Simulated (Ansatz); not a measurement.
# Cl2H2O2Sn: the cost of one run

Method: RHF/def2-SVP, in Ansatz 0.2.0.

## Step 1: The starting structure

Bond lengths: Sn1–O2 1.960 Å, O2–H3 1.010 Å, Sn1–O4 1.960 Å, O4–H5 1.010 Å, Sn1–Cl6 2.408 Å, Sn1–Cl7 2.408 Å. Angles: Sn1–O2–H3 109.5°, O2–Sn1–O4 109.4°, O2–Sn1–Cl6 109.5°, O2–Sn1–Cl7 109.5°, O4–Sn1–Cl6 109.5°, O4–Sn1–Cl7 109.5°, Cl6–Sn1–Cl7 109.5°, Sn1–O4–H5 109.5°.

As a file:

```xyz
7

Sn    0.0000    0.0000    0.0000
O     0.0000    0.0000    1.9600
H    -0.9095   -0.2814    2.2971
O     1.8483    0.0000   -0.6527
H     2.1646   -0.9521   -0.7693
Cl   -1.1351    1.9666   -0.8025
Cl   -1.1351   -1.9666   -0.8025
```

## Step 2: Relaxing the start

input.yaml

```yaml
crystal:
  periodic: [false, false, false]
  atoms:
    - { symbol: Sn, position_ang: [0.0, 0.0, 0.0] }
    - { symbol: O, position_ang: [0.0, 0.0, 1.96] }
    - { symbol: H, position_ang: [-0.9095, -0.2814, 2.2971] }
    - { symbol: O, position_ang: [1.8483, 0.0, -0.6527] }
    - { symbol: H, position_ang: [2.1646, -0.9521, -0.7693] }
    - { symbol: Cl, position_ang: [-1.1351, 1.9666, -0.8025] }
    - { symbol: Cl, position_ang: [-1.1351, -1.9666, -0.8025] }
basis:
  gaussian: { orbitals: def2-SVP }
hamiltonian:
  xc: hf
relax:
  f_tol: 0.02
  max_steps: 40
```

Started as:

```
$ ansatz run input.yaml --threads 2 --pin off --max-ram 3072MiB --backend cpu --events-out ev --progress --plain --runs-dir out
```

What time and memory should one allow on 2 threads of Arm Neoverse V2, shared host?

About 14 s, with a peak of 0.23 GiB.
